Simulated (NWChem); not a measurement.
# SiPH4Br (SMILES P[SiH2]Br): levels of theory compared

We compute a comparison of 3 runs (HF/def2-SVP, BP86/def2-SVP, PBE0/def2-SVP) of SiPH4Br. 

The results are computed with NWChem 7.3.0.

**1. The system as given**

The species is SiPH4Br (7 atoms), meant as a singlet with charge 0. SMILES: `P[SiH2]Br`. Geometry: relaxed at GFN2-xTB. This is one conformer, not always the lowest.

Bond lengths: P1–Si2 2.234 Å, Si2–Br3 2.223 Å, P1–H4 1.384 Å, P1–H5 1.384 Å, Si2–H6 1.456 Å, Si2–H7 1.456 Å. Angles: P1–Si2–Br3 114.0°, P1–Si2–H6 110.2°, P1–Si2–H7 110.3°, Br3–Si2–H6 104.1°, Br3–Si2–H7 104.2°, Si2–P1–H4 95.4°, Si2–P1–H5 95.5°, H6–Si2–H7 113.8°, H4–P1–H5 92.4°.

**2. Energy and forces at HF/def2-SVP (run 1)**

Contents of input.xyz:

```xyz
7
BrH4PSi
P     -0.611340     0.534810    -1.333480
Si     0.744030    -0.113300     0.320510
Br    -0.320400    -0.857900     2.124930
H     -1.415690    -0.590940    -1.290380
H     -1.473530     1.253300    -0.523190
H      1.520650     1.018350     0.807460
H      1.556290    -1.244320    -0.105840
```

Contents of input.nw:

```
start input
title "BrH4PSi"
memory stack 880 mb heap 220 mb global 1100 mb
charge 0

geometry units angstrom noautosym nocenter noautoz
  load input.xyz
end

basis spherical bse
  * library def2-SVP
end

scf
  thresh 1e-08
  maxiter 80
  print medium
end

task scf gradient
```

Run with:

```
$ nwchem input.nw > input.out
```

Output:

```text
[...]
  functions       =    88
[...]
  wavefunction    = RHF
[...]
         Total SCF energy =  -3203.947235316675
      One-electron energy =  -5049.912130220113
      Two-electron energy =   1549.077929426511
 Nuclear repulsion energy =    296.886965476927
        Time for solution =      9.4s
[...]
                         RHF ENERGY GRADIENTS
    atom               coordinates                        gradient
                 x          y          z           x          y          z
   1 P      -1.155265   1.010644  -2.519912   -0.005655  -0.004755   0.011342
   2 Si      1.406013  -0.214106   0.605676    0.001766   0.002341  -0.006146
   3 Br     -0.605468  -1.621196   4.015535    0.006912   0.003224  -0.007633
   4 H      -2.675266  -1.116715  -2.438465    0.005000   0.013720   0.002965
   5 H      -2.784568   2.368394  -0.988686    0.005669  -0.011520  -0.007517
   6 H       2.873612   1.924402   1.525878   -0.006785  -0.005470   0.001832
   7 H       2.940962  -2.351424  -0.200009   -0.006907   0.002462   0.005156
[...]
```

Run time: 14 s. Hardware: 1 thread of AMD EPYC 9R45 (Zen 5), shared host; peak memory 0.1 GiB.

**3. Energy and gradient at BP86/def2-SVP (run 2)**

Contents of test.nw:

```
start test
title "BrH4PSi"
memory stack 880 mb heap 220 mb global 1100 mb

geometry units atomic noautosym nocenter noautoz
   P  -1.15526517  1.01064443 -2.51991199
   Si  1.40601293 -0.21410597  0.60567612
   Br -0.60546825 -1.62119604  4.01553573
   H  -2.67526638 -1.11671476 -2.43846480
   H  -2.78456814  2.36839375 -0.98868581
   H   2.87361203  1.92440260  1.52587826
   H   2.94096187 -2.35142401 -0.20000861
end

basis spherical bse
   * library def2-SVP
end

dft
   xc becke88 perdew86
   grid xfine
   convergence energy 1e-08
   maxiter 100
   mulliken
end

task dft gradient
```

Run with:

```
$ nwchem test.nw > test.out
```

Output:

```text
[...]
          Wavefunction type:  closed shell.
          No. of atoms     :     7
          No. of electrons :    68
[...]
          Charge           :     0
          Spin multiplicity:     1
[...]
          AO basis - number of functions:    88
[...]
              XC Information
              --------------
                    Becke 1988 Exchange Functional  1.000
                Perdew 1981 Correlation Functional  1.000 local
                Perdew 1986 Correlation Functional  1.000 non-local
[...]
 d= 0,ls=0.0,diis     1  -3207.2223184100 -3.50D+03  1.25D-02  4.61D-01     2.3
[...]
 d= 0,ls=0.0,diis    10  -3207.2688534751 -9.20D-10  1.76D-07  1.48D-10    18.7
         Total DFT energy =    -3207.268853475084
      One electron energy =    -5049.558388099063
           Coulomb energy =     1682.735365195342
    Exchange-Corr. energy =     -137.332774845026
 Nuclear repulsion energy =      296.886944273663
[...]
      Total Density - Mulliken Population Analysis
     ---------------------------------------------
    Atom       Charge   Shell Charges
 -----------   ------   -------------------------------------------------------
    1 P   15    15.07   2.00  1.98  1.24  0.49  5.92  1.55  1.81  0.08
    2 Si  14    13.70   2.00  1.98  1.11  0.14  5.92  1.30  1.02  0.22
    3 Br  35    35.23   2.00  2.00  1.99  1.47  0.49  6.00  5.97  2.39  2.90  8.18  1.75  0.09
    4 H    1     0.98   0.73  0.22  0.02
    5 H    1     0.98   0.73  0.22  0.02
    6 H    1     1.02   0.74  0.27  0.01
    7 H    1     1.02   0.74  0.27  0.01
[...]
  wavefunction    = closed shell
                         DFT ENERGY GRADIENTS
    atom               coordinates                        gradient
                 x          y          z           x          y          z
   1 P      -1.155265   1.010644  -2.519912   -0.021710  -0.010606   0.024251
   2 Si      1.406013  -0.214106   0.605676    0.012618   0.002081  -0.004931
   3 Br     -0.605468  -1.621196   4.015536    0.007173   0.004517  -0.010840
   4 H      -2.675266  -1.116715  -2.438465    0.011706   0.021050  -0.000494
   5 H      -2.784568   2.368394  -0.988686    0.012691  -0.013875  -0.015013
   6 H       2.873612   1.924403   1.525878   -0.011057  -0.012454  -0.000925
   7 H       2.940962  -2.351424  -0.200009   -0.011420   0.009287   0.007953
[...]
```

Wall time 25 s (1 thread of AMD EPYC 9R45 (Zen 5), shared host); peak memory 0.14 GiB.

**4. Energy and gradient at PBE0/def2-SVP (run 3)**

Contents of brh4psi.nw:

```
start brh4psi
memory 2200 mb
charge 0

geometry units angstroms noautosym nocenter noautoz
   P       -0.611340       0.534810      -1.333480
   Si       0.744030      -0.113300       0.320510
   Br      -0.320400      -0.857900       2.124930
   H       -1.415690      -0.590940      -1.290380
   H       -1.473530       1.253300      -0.523190
   H        1.520650       1.018350       0.807460
   H        1.556290      -1.244320      -0.105840
end

basis spherical bse
   * library def2-SVP
end

dft
   xc pbe0
   grid xfine
   convergence energy 1e-08
   iterations 100
   mulliken
end

task dft gradient
```

Run with:

```
$ nwchem brh4psi.nw > brh4psi.out
```

Output:

```text
[...]
          Wavefunction type:  closed shell.
          No. of atoms     :     7
          No. of electrons :    68
[...]
          Charge           :     0
          Spin multiplicity:     1
[...]
          AO basis - number of functions:    88
[...]
              XC Information
              --------------
                         PBE0 Method XC Functional
                     Hartree-Fock (Exact) Exchange  0.250
          PerdewBurkeErnzerhof Exchange Functional  0.750
            Perdew 1991 LDA Correlation Functional  1.000 local
           PerdewBurkeErnz. Correlation Functional  1.000 non-local
[...]
 d= 0,ls=0.0,diis     1  -3206.3436036624 -3.50D+03  9.47D-03  3.14D-01     2.3
[...]
 d= 0,ls=0.0,diis     8  -3206.3827540595 -6.63D-10  9.98D-07  5.52D-09    15.2
         Total DFT energy =    -3206.382754059474
      One electron energy =    -5049.941247981282
           Coulomb energy =     1683.160922954821
    Exchange-Corr. energy =     -136.489394509939
 Nuclear repulsion energy =      296.886965476927
[...]
      Total Density - Mulliken Population Analysis
     ---------------------------------------------
    Atom       Charge   Shell Charges
 -----------   ------   -------------------------------------------------------
    1 P   15    15.11   2.00  1.98  1.20  0.53  5.93  1.53  1.85  0.09
    2 Si  14    13.62   2.00  1.98  1.08  0.13  5.93  1.29  0.98  0.23
    3 Br  35    35.27   2.00  2.00  1.99  1.43  0.54  6.00  5.98  2.37  2.94  8.20  1.74  0.09
    4 H    1     0.97   0.73  0.22  0.02
    5 H    1     0.97   0.73  0.22  0.02
    6 H    1     1.03   0.74  0.28  0.01
    7 H    1     1.03   0.74  0.28  0.01
[...]
  wavefunction    = closed shell
                         DFT ENERGY GRADIENTS
    atom               coordinates                        gradient
                 x          y          z           x          y          z
   1 P      -1.155265   1.010644  -2.519912   -0.018156  -0.007602   0.017285
   2 Si      1.406013  -0.214106   0.605676    0.013468   0.002627  -0.006284
   3 Br     -0.605468  -1.621196   4.015535    0.004655   0.002252  -0.005322
   4 H      -2.675266  -1.116715  -2.438465    0.008896   0.017807  -0.000034
   5 H      -2.784568   2.368394  -0.988686    0.009723  -0.012068  -0.012455
   6 H       2.873612   1.924402   1.525878   -0.009154  -0.009855  -0.000018
   7 H       2.940962  -2.351424  -0.200009   -0.009432   0.006840   0.006826
[...]
```

Wall time 22 s (1 thread of AMD EPYC 9R45 (Zen 5), shared host); peak memory 0.14 GiB.

**5. The series**

```tsv
run	level	iteration cap	module	energy (Eh)	dipole moment (D)	HOMO energy (eV)	LUMO energy (eV)	wall time
1	HF/def2-SVP	80	scf	-3203.947235	1.08	-10.15	3.29	14 s
2	BP86/def2-SVP	100	dft	-3207.268853	0.78	-6.52	-1.19	25 s
3	PBE0/def2-SVP	100	dft	-3206.382754	0.83	-7.59	-0.25	22 s
```

**6. Results**

| quantity | value |
| --- | --- |
| run 3: total energy | -3206.38275 Eh |
| run 3: dipole moment | 0.83 D |
| run 3: HOMO energy | -7.59 eV |
| run 3: LUMO energy | -0.25 eV |
| run 3: HOMO–LUMO gap | 7.34 eV |
| run 3: largest force on an atom | 1.347 eV/Å |

What this shows: The dipole moment (its size) runs from 0.78 D (BP86/def2-SVP) to 1.08 D (HF/def2-SVP). The HOMO–LUMO gap runs from 5.33 eV (BP86/def2-SVP) to 13.45 eV (HF/def2-SVP). Exact exchange widens orbital gaps. Totals of different functionals can't be ranked against each other. All runs together took 61 s, the longest 25 s.
